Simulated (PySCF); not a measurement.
# Towards the basis-set limit for CuBr

Aim: bond length, wavenumber and bond energy of CuBr near the limit of CCSD(T), built from two basis sets and any small corrections listed.

Program: PySCF 2.14.0. Level of theory: CCSD(T) on RHF, scalar-relativistic core potentials. These are calculated values, not measurements.

2 further runs of the same task are left out: 2 set aside as unsound or not needed.

**1. The job**

```yaml
molecule: CuBr
state: singlet, unpaired electrons none
smaller_basis: Cu cc-pVTZ-PP with ECP10, Br cc-pVTZ-PP with ECP10
larger_basis: Cu cc-pVQZ-PP with ECP10, Br cc-pVQZ-PP with ECP10
frozen_core_orbitals: 13
extrapolation: correlation as n⁻³ (n = 3, 4), Hartree–Fock as (n+1)·exp(−9√n)
corrections: none
distances_Å: 1.9284, 2.0160, 2.1037, 2.1913, 2.2790, 2.3886, 2.4981
masses_u: 62.9296, 78.9183
dissociation_limit: Cu + Br
```

Started as:

```console
$ OMP_NUM_THREADS=4 python comp.py task.json out
```

**2. Coupled cluster at each distance**

**Question.** What will these runs give? Wanted: for each run, Re; ωe; ωexe; αe; De.

The runs gave:

```
               level  Re (Å)  ωe (cm⁻¹)  ωexe (cm⁻¹)  αe (cm⁻¹)  De (eV)
CCSD(T)/cc-pVTZ(-PP)  2.1867      308.6        0.929   0.000451    3.313
CCSD(T)/cc-pVQZ(-PP)  2.1788      311.4        0.947   0.000454    3.422
              HF/CBS  2.2781      271.6        0.764   0.000401    2.363
             MP2/CBS  2.1398      330.0        0.993   0.000468    3.673
            CCSD/CBS  2.1867      307.8        0.906   0.000442    3.370
         CCSD(T)/CBS  2.1739      314.3        0.953   0.000453    3.496
```

The last step gives Re = 2.1739 Å, ωe = 314.3 cm⁻¹ and De = 3.496 eV; the smaller basis alone is off from it by +12.8 mÅ and -0.18 eV. Near the minimum the mean field binds by 2.32 eV and correlation adds 1.17 eV of binding. T1 is 0.028. Spin–orbit coupling and excitations beyond (T) are left out.
